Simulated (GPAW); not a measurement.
A calculation with GPAW 26.7.0 of NbCu (ASE script, structure typed inline):

The input run.py:

```python
from ase import Atoms
from ase.dft.bandgap import bandgap
from ase.io import write
from ase.units import Bohr, GPa
from gpaw import GPAW, PW
from gpaw.elf import elf_from_dft_calculation

atoms = Atoms(['Nb', 'Cu'],
              cell=[[0.0, 2.56221, 2.56221],
                    [2.56221, 0.0, 2.56221],
                    [2.56221, 2.56221, 0.0]],
              scaled_positions=[[0.0, 0.0, 0.0],
                                [0.5, 0.5, 0.5]],
              pbc=True)

calc = GPAW(mode=PW(600),
            xc='PBE',
            kpts={'size': (9, 9, 9), 'gamma': True},
            occupations={'name': 'fermi-dirac', 'width': 0.05},
            nbands=24,
            convergence={'density': 1e-05, 'energy': 1e-05},
            maxiter=150,
            txt='gpaw.txt')
atoms.calc = calc
energy = atoms.get_potential_energy()
forces = atoms.get_forces()
stress = atoms.get_stress()
calc.write('gs.gpw')
write('result.traj', atoms)
print(f'Energy: {energy:.6f} eV')
print('Forces (eV/A):')
print(forces.round(4))
print('Stress (GPa):', (stress / GPa).round(3))
print('Fermi level:', round(calc.get_fermi_level(), 4), 'eV')
print(f'Gap: {bandgap(calc)[0]:.4f} eV, direct: {bandgap(calc, direct=True)[0]:.4f} eV')

# fields on the real-space grid
write('density.cube', atoms, data=calc.get_pseudo_density() * Bohr**3)
write('potential.cube', atoms, data=calc.get_electrostatic_potential())
write('elf.cube', atoms, data=elf_from_dft_calculation(calc).data)
```

Potentials or basis: GPAW PAW data sets (gpaw-data 1.2.1), pw.

The run is started by

```console
$ OMP_NUM_THREADS=1 python run.py
```

The cell was built by a generator and needn't be a form met in nature.

Q: Write the same calculation in another form: native input, Cartesian positions.

A: As run:

The input run.py:

```python
from ase.io import read
from gpaw import PW
from gpaw.dft import DFT

atoms = read('NbCu.xyz')

dft = DFT(atoms,
          mode=PW(600),
          xc='PBE',
          kpts={'size': (9, 9, 9), 'gamma': True},
          occupations={'name': 'fermi-dirac', 'width': 0.05},
          nbands=24,
          convergence={'density': 1e-05, 'energy': 1e-05},
          maxiter=150,
          txt='gpaw.txt')
print(f'Energy: {dft.calculate_energy():.6f} eV')
print('Forces (eV/A):')
print(dft.calculate_forces().round(4))
print('Stress (eV/A^3):', dft.calculate_stress().round(6))
dft.write_gpw_file('gs.gpw')
```

NbCu.xyz

```xyz
2
Lattice="0.0000000000 2.5622100000 2.5622100000 2.5622100000 0.0000000000 2.5622100000 2.5622100000 2.5622100000 0.0000000000" Properties=species:S:1:pos:R:3 pbc="T T T"
Nb     0.0000000000      0.0000000000      0.0000000000
Cu     2.5622100000      2.5622100000      2.5622100000
```

Potentials or basis: GPAW PAW data sets (gpaw-data 1.2.1), pw.

Launch:

```sh
$ OMP_NUM_THREADS=1 python run.py
```

Both were run:

|  | ASE script, structure typed inline | native input, Cartesian positions |
| --- | --- | --- |
| Pressure | 0.0 GPa | 0.0 GPa |
| Band gap on the k mesh | none (metal or under the smearing width) | none (metal or under the smearing width) |

Keys that steer only the numerical path or the files written may differ.

Caveat: with this Cu data set, volumes or pressures lay over 1.5 % or 2 GPa off other programs in two to four cells of ten.
